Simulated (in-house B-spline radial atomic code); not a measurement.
**Cs⁴⁴⁺: isotopes**

What do the measured radii and masses of the isotopes do to the energy of Cs⁴⁴⁺?

Program: in-house B-spline radial atomic code version 1. Level of theory: Dirac-Hartree-Fock, average of configuration, Fermi nucleus, basis-set limit. These are calculated values, not measurements, unless marked.

**1. What is computed**

- element: caesium (Z = 55)
- charge: +44
- electrons: 11
- configuration: 1s2 2s2 2p6 3s1
- Hamiltonian: Dirac-Coulomb
- nucleus: Fermi, rms radius 4.783 fm

Settings of the run:

```ini
Z = 55
electrons = 11.0
configuration = 1s2 2s2 2p6 3s1
hamiltonian = dirac
method = hf
spin_polarised = False
nucleus = fermi
rms_radius = 4.7832
mass_number = 118
atomic_mass = 117.926559517
speed_of_light = 137.035999084
```

This reference run was done before. Its total energy is -5919.716952 hartree (electron-nucleus part -12819.7303, recoil term 0.02131507), and its levels are (the highest eight at most):

| orbital | occupation | energy (eV) | <r> (bohr) |
| --- | --- | --- | --- |
| 1s1/2 | 2 | -39179.2 | 0.02608 |
| 2s1/2 | 2 | -8571.52 | 0.1094 |
| 2p1/2 | 2 | -8251.78 | 0.09218 |
| 2p3/2 | 4 | -7884.20 | 0.09770 |
| 3s1/2 | 1 | -3488.40 | 0.2636 |

**2. Mass number 126**

Settings of the run:

```ini
Z = 55
electrons = 11.0
configuration = 1s2 2s2 2p6 3s1
hamiltonian = dirac
method = hf
spin_polarised = False
nucleus = fermi
rms_radius = 4.7872
mass_number = 126
atomic_mass = 125.909445821
speed_of_light = 137.035999084
```

Main fields of the result record, rounded:

```text
{
  "status": "converged",
  "iterations": 7,
  "energy [hartree]": {"total": -5919.71650625, "kinetic": 6383.55140249, "nuclear": -12819.7277263, "coulomb": 612.828818388, "exact_exchange": -96.369000796},
  "breit [hartree]": {"gaunt": 5.495075, "retardation": -0.4837436, "frequency_dependence": -0.0597535},
  "qed [hartree]": {"self_energy": 4.616433, "uehling": -0.6545019, "wichmann_kroll": 0.01598647},
  "recoil [hartree]": 0.01996365,
  "total_with_corrections [hartree]": -5910.76704659,
  "orbitals [hartree, bohr; first row names the columns]": [
    ["name", "occ", "eps", "<r>"],
    ["1s1/2", 2.0, -1439.8073817, 0.026079],
    ["2s1/2", 2.0, -314.99735573, 0.10943],
    ["2p1/2", 2.0, -303.24725275, 0.092179],
    ["2p3/2", 4.0, -289.73905218, 0.097695],
    ["3s1/2", 1.0, -128.1964996, 0.26365]
  ],
  "sum_r [bohr^k]": {"-1": 233.0909, "1": 1.109807, "2": 0.1762807},
  "energy_minus_base [hartree]": 0.000445468338,
  "energy_minus_base_with_corrections [hartree]": -0.000904218299
}
```

It took 0.38 s on 1 thread, shared host.

energy_minus_base is the energy less that of the reference run.

**3. Mass number 127**

Settings of the run:

```ini
Z = 55
electrons = 11.0
configuration = 1s2 2s2 2p6 3s1
hamiltonian = dirac
method = hf
spin_polarised = False
nucleus = fermi
rms_radius = 4.7936
mass_number = 127
atomic_mass = 126.907417527
speed_of_light = 137.035999084
```

Results of the run:

```text
{
  "status": "converged",
  "iterations": 7,
  "energy [hartree]": {"total": -5919.71579287, "kinetic": 6383.54807266, "nuclear": -12819.7236547, "coulomb": 612.828779561, "exact_exchange": -96.3689904448},
  "breit [hartree]": {"gaunt": 5.495073, "retardation": -0.4837436, "frequency_dependence": -0.05975348},
  "qed [hartree]": {"self_energy": 4.616433, "uehling": -0.654497, "wichmann_kroll": 0.01598643},
  "recoil [hartree]": 0.01980666,
  "total_with_corrections [hartree]": -5910.76648743,
  "orbitals [hartree, bohr; first row names the columns]": [
    ["name", "occ", "eps", "<r>"],
    ["1s1/2", 2.0, -1439.8070782, 0.026079],
    ["2s1/2", 2.0, -314.99731744, 0.10943],
    ["2p1/2", 2.0, -303.24725358, 0.092179],
    ["2p3/2", 4.0, -289.73905396, 0.097695],
    ["3s1/2", 1.0, -128.19648958, 0.26365]
  ],
  "sum_r [bohr^k]": {"-1": 233.0908, "1": 1.109807, "2": 0.1762808},
  "energy_minus_base [hartree]": 0.00115885038,
  "energy_minus_base_with_corrections [hartree]": -0.0003450619
}
```

It took 0.38 s on 1 thread, shared host.

**4. Mass number 128**

Settings of the run:

```ini
Z = 55
electrons = 11.0
configuration = 1s2 2s2 2p6 3s1
hamiltonian = dirac
method = hf
spin_polarised = False
nucleus = fermi
rms_radius = 4.7921
mass_number = 128
atomic_mass = 127.907748452
speed_of_light = 137.035999084
```

Results of the run:

```text
{
  "status": "converged",
  "iterations": 7,
  "energy [hartree]": {"total": -5919.71596014, "kinetic": 6383.54885336, "nuclear": -12819.7246093, "coulomb": 612.828788663, "exact_exchange": -96.3689928717},
  "breit [hartree]": {"gaunt": 5.495074, "retardation": -0.4837436, "frequency_dependence": -0.05975348},
  "qed [hartree]": {"self_energy": 4.616432, "uehling": -0.6544981, "wichmann_kroll": 0.01598644},
  "recoil [hartree]": 0.01965176,
  "total_with_corrections [hartree]": -5910.76681169,
  "orbitals [hartree, bohr; first row names the columns]": [
    ["name", "occ", "eps", "<r>"],
    ["1s1/2", 2.0, -1439.8071493, 0.026079],
    ["2s1/2", 2.0, -314.99732642, 0.10943],
    ["2p1/2", 2.0, -303.24725338, 0.092179],
    ["2p3/2", 4.0, -289.73905355, 0.097695],
    ["3s1/2", 1.0, -128.19649193, 0.26365]
  ],
  "sum_r [bohr^k]": {"-1": 233.0908, "1": 1.109807, "2": 0.1762807},
  "energy_minus_base [hartree]": 0.000991581607,
  "energy_minus_base_with_corrections [hartree]": -0.0006693208
}
```

Run time: 0.19 s. Hardware: 1 thread, shared host.

**5. Mass number 129**

Settings of the run:

```ini
Z = 55
electrons = 11.0
configuration = 1s2 2s2 2p6 3s1
hamiltonian = dirac
method = hf
spin_polarised = False
nucleus = fermi
rms_radius = 4.7981
mass_number = 129
atomic_mass = 128.90606591
speed_of_light = 137.035999084
```

Results of the run:

```text
{
  "status": "converged",
  "iterations": 7,
  "energy [hartree]": {"total": -5919.71529081, "kinetic": 6383.54572939, "nuclear": -12819.7207893, "coulomb": 612.828752234, "exact_exchange": -96.3689831598},
  "breit [hartree]": {"gaunt": 5.495072, "retardation": -0.4837436, "frequency_dependence": -0.05975347},
  "qed [hartree]": {"self_energy": 4.616433, "uehling": -0.6544935, "wichmann_kroll": 0.0159864},
  "recoil [hartree]": 0.01949956,
  "total_with_corrections [hartree]": -5910.76629052,
  "orbitals [hartree, bohr; first row names the columns]": [
    ["name", "occ", "eps", "<r>"],
    ["1s1/2", 2.0, -1439.8068645, 0.026079],
    ["2s1/2", 2.0, -314.99729048, 0.10943],
    ["2p1/2", 2.0, -303.24725416, 0.092179],
    ["2p3/2", 4.0, -289.73905522, 0.097695],
    ["3s1/2", 1.0, -128.19648252, 0.26365]
  ],
  "sum_r [bohr^k]": {"-1": 233.0908, "1": 1.109807, "2": 0.1762808},
  "energy_minus_base [hartree]": 0.00166091333,
  "energy_minus_base_with_corrections [hartree]": -0.000148151
}
```

Wall time 0.38 s (1 thread, shared host).

**6. Mass number 130**

Settings of the run:

```ini
Z = 55
electrons = 11.0
configuration = 1s2 2s2 2p6 3s1
hamiltonian = dirac
method = hf
spin_polarised = False
nucleus = fermi
rms_radius = 4.7992
mass_number = 130
atomic_mass = 129.906709281
speed_of_light = 137.035999084
```

Results of the run:

```text
{
  "status": "converged",
  "iterations": 7,
  "energy [hartree]": {"total": -5919.71516802, "kinetic": 6383.54515638, "nuclear": -12819.7200886, "coulomb": 612.828745554, "exact_exchange": -96.3689813785},
  "breit [hartree]": {"gaunt": 5.495072, "retardation": -0.4837436, "frequency_dependence": -0.05975347},
  "qed [hartree]": {"self_energy": 4.616433, "uehling": -0.6544926, "wichmann_kroll": 0.01598639},
  "recoil [hartree]": 0.01934936,
  "total_with_corrections [hartree]": -5910.76631746,
  "orbitals [hartree, bohr; first row names the columns]": [
    ["name", "occ", "eps", "<r>"],
    ["1s1/2", 2.0, -1439.8068123, 0.026079],
    ["2s1/2", 2.0, -314.99728389, 0.10943],
    ["2p1/2", 2.0, -303.24725431, 0.092179],
    ["2p3/2", 4.0, -289.73905553, 0.097695],
    ["3s1/2", 1.0, -128.1964808, 0.26365]
  ],
  "sum_r [bohr^k]": {"-1": 233.0908, "1": 1.109807, "2": 0.1762808},
  "energy_minus_base [hartree]": 0.00178369837,
  "energy_minus_base_with_corrections [hartree]": -0.0001750916
}
```

It took 0.38 s on 1 thread, shared host.

**7. Mass number 131**

Settings of the run:

```ini
Z = 55
electrons = 11.0
configuration = 1s2 2s2 2p6 3s1
hamiltonian = dirac
method = hf
spin_polarised = False
nucleus = fermi
rms_radius = 4.8026
mass_number = 131
atomic_mass = 130.905468457
speed_of_light = 137.035999084
```

Results of the run:

```text
{
  "status": "converged",
  "iterations": 7,
  "energy [hartree]": {"total": -5919.71478836, "kinetic": 6383.54338454, "nuclear": -12819.7179219, "coulomb": 612.828724889, "exact_exchange": -96.3689758696},
  "breit [hartree]": {"gaunt": 5.495071, "retardation": -0.4837436, "frequency_dependence": -0.05975346},
  "qed [hartree]": {"self_energy": 4.616433, "uehling": -0.65449, "wichmann_kroll": 0.01598636},
  "recoil [hartree]": 0.01920173,
  "total_with_corrections [hartree]": -5910.76608396,
  "orbitals [hartree, bohr; first row names the columns]": [
    ["name", "occ", "eps", "<r>"],
    ["1s1/2", 2.0, -1439.8066507, 0.026079],
    ["2s1/2", 2.0, -314.99726351, 0.10943],
    ["2p1/2", 2.0, -303.24725475, 0.092179],
    ["2p3/2", 4.0, -289.73905648, 0.097695],
    ["3s1/2", 1.0, -128.19647546, 0.26365]
  ],
  "sum_r [bohr^k]": {"-1": 233.0907, "1": 1.109807, "2": 0.1762808},
  "energy_minus_base [hartree]": 0.00216336113,
  "energy_minus_base_with_corrections [hartree]": 5.84120007e-05
}
```

Wall time 0.37 s (1 thread, shared host).

**8. Mass number 132**

Settings of the run:

```ini
Z = 55
electrons = 11.0
configuration = 1s2 2s2 2p6 3s1
hamiltonian = dirac
method = hf
spin_polarised = False
nucleus = fermi
rms_radius = 4.8002
mass_number = 132
atomic_mass = 131.90643774
speed_of_light = 137.035999084
```

Results of the run:

```text
{
  "status": "converged",
  "iterations": 7,
  "energy [hartree]": {"total": -5919.71505638, "kinetic": 6383.54463531, "nuclear": -12819.7194514, "coulomb": 612.828739475, "exact_exchange": -96.3689797582},
  "breit [hartree]": {"gaunt": 5.495071, "retardation": -0.4837436, "frequency_dependence": -0.05975346},
  "qed [hartree]": {"self_energy": 4.616433, "uehling": -0.6544919, "wichmann_kroll": 0.01598638},
  "recoil [hartree]": 0.01905602,
  "total_with_corrections [hartree]": -5910.76649873,
  "orbitals [hartree, bohr; first row names the columns]": [
    ["name", "occ", "eps", "<r>"],
    ["1s1/2", 2.0, -1439.8067648, 0.026079],
    ["2s1/2", 2.0, -314.9972779, 0.10943],
    ["2p1/2", 2.0, -303.24725444, 0.092179],
    ["2p3/2", 4.0, -289.73905581, 0.097695],
    ["3s1/2", 1.0, -128.19647923, 0.26365]
  ],
  "sum_r [bohr^k]": {"-1": 233.0908, "1": 1.109807, "2": 0.1762808},
  "energy_minus_base [hartree]": 0.00189534109,
  "energy_minus_base_with_corrections [hartree]": -0.0003563571
}
```

It took 0.38 s on 1 thread, shared host.

**9. The shifts**

All values are changes from the reference run; energy changes under 1e-04 eV count as noise.

| change | rms radius (fm) | δ<r²> (fm²) | Δ total energy (eV) | Δ recoil term, not in the total or the levels (eV) | Δ 1s1/2 level (eV) | Δ 3s1/2 level (eV) |
| --- | --- | --- | --- | --- | --- | --- |
| mass number 126 | 4.7872 | +0.038 | +0.01212 | -0.03677 | +0.005158 | +0.0001703 |
| mass number 127 | 4.7936 | +0.100 | +0.03153 | -0.04105 | +0.01342 | +0.0004431 |
| mass number 128 | 4.7921 | +0.085 | +0.02698 | -0.04526 | +0.01148 | +0.0003792 |
| mass number 129 | 4.7981 | +0.143 | +0.0452 | -0.0494 | +0.01923 | +0.0006351 |
| mass number 130 | 4.7992 | +0.153 | +0.04854 | -0.05349 | +0.02065 | +0.0006821 |
| mass number 131 | 4.8026 | +0.186 | +0.05887 | -0.05751 | +0.02505 | +0.0008273 |
| mass number 132 | 4.8002 | +0.163 | +0.05157 | -0.06147 | +0.02195 | +0.0007248 |

**Reading.** The total energy moves by 317 meV for each fm² of δ<r²> (from mass number 131): a larger nucleus binds the s electrons less. For that pair the recoil (mass) term changes by 0.058 eV against 0.059 eV from size, so both count. The recoil term is approximate.
